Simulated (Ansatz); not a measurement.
# CH6OS2Si: up Jacob's ladder to CCSD(T)

The task here is to estimate one member of a computed series from the others.

Program: Ansatz 0.2.0, Gaussian basis. Level of theory: functionals in def2-TZVPP, the program's frozen cores in correlated methods. These are calculated values, not measurements.

Levels to be run: PBE-D4, r2SCAN-D4, PBE0-D4, B3LYP-D4, ωB97X-V, ωB97M-V, B2PLYP; CCSD(T)/def2-TZVPP; MP2/def2-QZVPP; extrapolation to the limit.

## The relaxed structure

The geometry comes from an earlier relaxation with PBE0-D4 in a triple-zeta def2 set; it is a stationary point, not always the lowest conformer.

11 atoms, charge 0, spin multiplicity 1.

Atoms are counted from 1 here; the program's logs count them from 0.

Bond lengths: O1–C2 1.415 Å, O1–H6 0.964 Å, C2–Si3 1.924 Å, C2–S4 1.821 Å, C2–S5 1.802 Å, Si3–H7 1.483 Å, Si3–H8 1.481 Å, Si3–H9 1.486 Å, S4–H10 1.345 Å, S5–H11 1.346 Å. Angles: C2–O1–H6 107.0°, O1–C2–Si3 109.8°, O1–C2–S4 111.4°, O1–C2–S5 108.0°, Si3–C2–S4 106.3°, Si3–C2–S5 106.7°, S4–C2–S5 114.4°, C2–Si3–H7 111.2°, C2–Si3–H8 107.6°, C2–Si3–H9 106.3°, H7–Si3–H8 111.0°, H7–Si3–H9 110.2°, H8–Si3–H9 110.4°, C2–S4–H10 97.0°, C2–S5–H11 95.8°.

Set-up of the first run:

File in.yaml:

```yaml
crystal:
  periodic: [false, false, false]
  atoms:
    - {symbol: O, position_ang: [-1.073805, 1.109726, 0.233684]}
    - {symbol: C, position_ang: [-0.110991, 0.184794, -0.234214]}
    - {symbol: Si, position_ang: [0.239680, -1.134310, 1.121280]}
    - {symbol: S, position_ang: [1.480609, 0.998790, -0.579280]}
    - {symbol: S, position_ang: [-0.819121, -0.693444, -1.638877]}
    - {symbol: H, position_ang: [-0.605074, 1.755852, 0.774775]}
    - {symbol: H, position_ang: [1.126183, -2.207025, 0.608390]}
    - {symbol: H, position_ang: [-1.063302, -1.686918, 1.557251]}
    - {symbol: H, position_ang: [0.898127, -0.416164, 2.243177]}
    - {symbol: H, position_ang: [1.103673, 1.623550, -1.709692]}
    - {symbol: H, position_ang: [-1.110577, 0.408048, -2.355996]}
basis:
  gaussian: {orbitals: def2-TZVPP}
hamiltonian: {xc: pbe, dispersion: d4}
output: {forces: true, orbitals: {seedname: orbitals}}
```

On the command line:

```
ansatz run in.yaml --threads 4 --pin off --events-out ev --progress --plain --max-ram 10444MiB
```

Among the steps run: PBE-D4 (GGA); r2SCAN-D4 (meta-GGA); PBE0-D4 (hybrid); B3LYP-D4 (hybrid); ωB97X-V (range-separated); ωB97M-V (range-separated); B2PLYP (double hybrid); CCSD(T) in def2-TZVPP; MP2 in def2-QZVPP.

One table of the session follows, with a row left open; its other results are not shown here.

| method | atomisation energy (kJ/mol) |
| --- | --- |
| PBE-D4 | 3560.0 |
| r2SCAN-D4 | 3505.0 |
| PBE0-D4 | 3485.7 |
| B3LYP-D4 | 3478.3 |
| ωB97X-V | 3521.3 |
| ωB97M-V | 3519.6 |
| B2PLYP | 3426.7 |
| HF/def2-TZVPP | 2381.3 |
| MP2/def2-TZVPP | ? |
| CCSD/def2-TZVPP | 3320.1 |
| CCSD(T)/def2-TZVPP | 3387.3 |
| MP2/CBS | 3554.0 |
| CCSD(T)/CBS | 3503.7 |

**Question.** Estimate the row for MP2/def2-TZVPP.

The run gave: atomisation energy (kJ/mol): 3437.6. In the column «atomisation energy (kJ/mol)» it lies between B2PLYP (3426.7) and B3LYP-D4 (3478.3).
